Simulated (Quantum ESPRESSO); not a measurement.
As:

```xyz
1
Lattice="2.7037 0.0000 0.0000 0.0000 2.7037 0.0000 0.0000 0.0000 2.7037" Properties=species:S:1:pos:R:3 pbc="T T T"
As    1.3518    1.3518    1.3518
```

This isn't the form of As at room conditions, which is rhombohedral.

* Program: Quantum ESPRESSO 7.5
* Task: energy-loss spectrum
* Functional: PBE
* Potentials or basis: SG15 PBE 1.2
* Cutoff: 952 eV
* Density cutoff: 3810 eV
* k mesh: 10 × 10 × 10
* Occupations: cold, width 0.2 eV
* Spin: no spin polarisation
* Iterations: 300
* Mixing beta: 0.5
* Most SCF iterations: 120
* SCF threshold: 2e-10 Ry

Loss function by the Lanczos method: adiabatic TDDFT, q = (1.200, 0.000, 0.000) Å⁻¹, 300 iterations, broadening 0.27 eV, up to 40 eV.

Where does the loss function peak?

The main peak lies at 26.0 eV with height 3.45.

Energy-loss function at q = [1.2, 0.0, 0.0] (Å⁻¹, cartesian):
| energy (eV) | loss |
| --- | --- |
| 0.0 | 0.000 |
| 1.8 | 0.015 |
| 3.4 | 0.035 |
| 5.2 | 0.053 |
| 7.0 | 0.075 |
| 8.6 | 0.108 |
| 10.4 | 0.186 |
| 12.2 | 0.369 |
| 13.8 | 0.598 |
| 15.6 | 0.564 |
| 17.4 | 0.434 |
| 19.0 | 0.430 |
| 20.8 | 0.576 |
| 22.4 | 0.923 |
| 24.2 | 1.885 |
| 26.0 | 3.449 |
| 27.6 | 1.897 |
| 29.4 | 0.638 |
| 31.2 | 0.288 |
| 32.8 | 0.176 |
| 34.6 | 0.118 |
| 36.4 | 0.085 |
| 38.0 | 0.066 |
| 39.8 | 0.053 |

Spectra converge slowly with the k mesh, and this one (10 × 10 × 10) leaves small humps uncertain. From two thirds of the Lanczos chain to all of it the curve moves by up to 7 % of its peak.
